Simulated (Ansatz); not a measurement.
Predict the output of the script below (the Python package of Ansatz (0.2.0)).

Script `formation_w3n4.py`:
```python
"""Heat of formation of W3N4 at zero temperature, after relaxing cells and atoms."""

from collections import Counter
import warnings

import ansatz
import numpy as np

GASES = {"N2"}


def solve(name, crystal):
    calc = (
        crystal.calculation()
        .basis(35 * ansatz.Ry)
        .functional("pbesol")
        .kpoints(spacing=0.27)
        .occupations("fermi_dirac", width=0.05)
        .stress()
    )
    if name in GASES:
        return calc.kpoints(1, 1, 1).relax(force_tolerance=0.01).run()
    calc = calc.relax(force_tolerance=0.01, cell=True)
    return calc.run()


def counts(outcome):
    return Counter(site.symbol for site in outcome.lattice.sites)

def formation_energy(outcome, mu):
    n = counts(outcome)
    return (outcome.report["energy_sigma0_ev"] - sum(k * mu[element] for element, k in n.items())) / sum(n.values())


def volume_per_atom(outcome):
    return abs(np.linalg.det(outcome.lattice.cell_ang)) / len(outcome.lattice.sites)

warnings.simplefilter("ignore")

phases = {}
w3n4 = (
    ansatz.Lattice.cubic(4.122)
    .space_group(221)
    .atom("W", [0.5, 0.5, 0.0])
    .atom("N", [0.5, 0.5, 0.5])
    .atom("N", [0.5, 0.0, 0.0])
)
phases["W3N4"] = w3n4
w = (
    ansatz.Lattice.bcc(3.16469)
    .space_group(229)
    .atom("W", [0.0, 0.0, 0.0])
    .primitive()
)
phases["W"] = w
n2 = (
    ansatz.Lattice.orthorhombic(9.0, 9.5, 10.0)
    .space_group(47, hermann_mauguin="Pmmm")
    .atom("N", [0.5, 0.5, 0.4445])
)
phases["N2"] = n2

done = {name: solve(name, crystal) for name, crystal in phases.items()}

# energy of one atom in its reference phase
references = {"W": "W", "N": "N2"}
mu = {element: done[name].report["energy_sigma0_ev"] / len(done[name].lattice.sites) for element, name in references.items()}

target = done["W3N4"]
heat = formation_energy(target, mu)
n = counts(target)
print("cell content:", dict(n), " volume", round(volume_per_atom(target), 3), "A^3/atom")
print("formation energy", round(heat, 4), "eV/atom,", round(heat * sum(n.values()), 4), "eV per cell")
print("bound against the elements" if heat < 0 else "unbound against the elements")
# no correction for the overbinding of the gas molecule is applied
```

Output of `python formation_w3n4.py`:
```text
cell content: {<Element.W: 'W'>: 3, <Element.N: 'N'>: 4}  volume 10.442 A^3/atom
formation energy -0.2244 eV/atom, -1.571 eV per cell
bound against the elements
```

Notes:
- The run is spin-unpolarised.
- For the metals among these phases the mesh is modest: differences between phases can be off by up to 40 meV an atom.
- The program warned that this SCF threshold is loose for forces or stresses.
- Spin-orbit coupling, which matters for elements this heavy, is left out.
- The cells come from databases of deposited and of computed structures, and not all need be stable phases.
- The compound is the structure given, not necessarily its lowest; energies are at zero temperature, with no correction for gases. A semilocal functional's error on such energies is often 0.05 to 0.1 eV an atom, and 0.1 to 0.3 eV against gases such as O2 or F2.
- The script silences warnings, which a real study should read.
- It ran for 30 s on 1 thread of Arm Neoverse V2 (shared host), peak memory 0.71 GiB.
